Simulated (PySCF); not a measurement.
# Solver options tried on GaP (triplet)

Do solver options change the result for GaP (triplet), or only the number of cycles?

Program: PySCF 2.14.0. Level of theory: method and basis as typed in the scripts. These are calculated values, not measurements.

5 further runs of the same task are left out: 5 that didn't finish.

## 1. Starting geometry

GaP (triplet): 2 atoms, charge 0, spin multiplicity 3.

Bond lengths: Ga1–P2 2.270 Å.

## 2. The base run

Contents of input.py:

```python
from pyscf import gto, scf, mp

mol = gto.M(
    atom='Ga 0 0 0; P 0 0 2.27',
    basis='lanl2dz',
    ecp={'Ga': 'lanl2dz', 'P': 'lanl2dz'},
    charge=0,
    spin=2,
    verbose=4,
)
mf = scf.UHF(mol)
mf.kernel()
mp.MP2(mf).kernel()
mf.dip_moment()
print('orbital energies (hartree):', [e[max(0, n-3):n+3].round(4) for e, n in zip(mf.mo_energy, mol.nelec)])
```

On the command line:

```console
> OMP_NUM_THREADS=1 python input.py
```

The log of this run is left out.

Base result: E(SCF) = -8.255517 Eh, 13 cycles, E(MP2) − E(SCF) = -0.04933 Eh, ⟨S²⟩ = 2.101, μ = 2.66 D (of the SCF density).

The bond length is a typed value, not an optimised one. The triplet is typed in the script; nothing here shows that it is the ground state.

## 3. Second-order solver on

Run 1 changes second-order solver: off → on.

Contents of input.py:

```python
from pyscf import gto, scf, mp

mol = gto.M(
    atom='Ga 0 0 0; P 0 0 2.27',
    basis='lanl2dz',
    ecp={'Ga': 'lanl2dz', 'P': 'lanl2dz'},
    charge=0,
    spin=2,
    verbose=4,
)
mf = scf.UHF(mol)
mf = mf.newton()
mf.kernel()
mp.MP2(mf).kernel()
mf.dip_moment()
print('orbital energies (hartree):', [e[max(0, n-3):n+3].round(4) for e, n in zip(mf.mo_energy, mol.nelec)])
```

On the command line:

```console
> OMP_NUM_THREADS=1 python input.py
```

## 4. Damping 0.2

Run 2 changes damping: none → 0.2.

Edit input.py of step 2 so:

```diff
@@ -11,2 +11,4 @@
 mf = scf.UHF(mol)
+mf.damp = 0.2
+mf.diis_start_cycle = 8
 mf.kernel()
```

## 5. Convergence threshold 1e-05 hartree

Run 3 changes convergence threshold: default → 1e-05 hartree.

Edit input.py of step 2 so:

```diff
@@ -11,2 +11,3 @@
 mf = scf.UHF(mol)
+mf.conv_tol = 1e-05
 mf.kernel()
```

## 6. Convergence threshold 0.001 hartree

Run 4 changes convergence threshold: default → 0.001 hartree.

Edit input.py of step 2 so:

```diff
@@ -11,2 +11,3 @@
 mf = scf.UHF(mol)
+mf.conv_tol = 0.001
 mf.kernel()
```

Before running it: what results should come out? Wanted: for each run, E(SCF); from base; gap, α spin; SCF dipole; after the SCF.

**Answer**, as computed:

```
                                run  E(SCF) (hartree)  from base (eV)   cycles  gap, α spin (eV)  SCF dipole (D)              after the SCF
                               base         -8.255517               0       13              9.65            2.66  MP2 correlation -1.342 eV
             second-order solver on         -8.255517          0.0000  4 macro              9.65            2.65  MP2 correlation -1.342 eV
                        damping 0.2         -8.255517          0.0000       17              9.65            2.66  MP2 correlation -1.342 eV
convergence threshold 1e-05 hartree         -8.255517          0.0000       11              9.65            2.66  MP2 correlation -1.342 eV
convergence threshold 0.001 hartree         -8.254819  not comparable        5              9.12            3.07  MP2 correlation -1.395 eV
```

Distance from each run's final energy (log10 hartree) by cycle:

```
                                run  cycle 1  cycle 2  cycle 3  cycle 5  cycle 8  cycle 12
                               base     -1.1     -1.9     -2.4     -3.0     -4.4      -9.1
             second-order solver on     -2.8     -3.8    < -11     done     done      done
                        damping 0.2     -1.1     -1.9     -2.4     -2.8     -3.2      -4.8
convergence threshold 1e-05 hartree     -1.1     -1.9     -2.4     -3.0     -4.4      done
convergence threshold 0.001 hartree     -1.1     -1.9     -2.5     -3.6     done      done
```

**Reading.** No change of the SCF energy comes from second-order solver on or damping 0.2 or convergence threshold 1e-05 hartree. The base needs 13 cycles and the run with damping 0.2 needs 17. Rows marked «poor choice» come from settings spoiled on purpose.
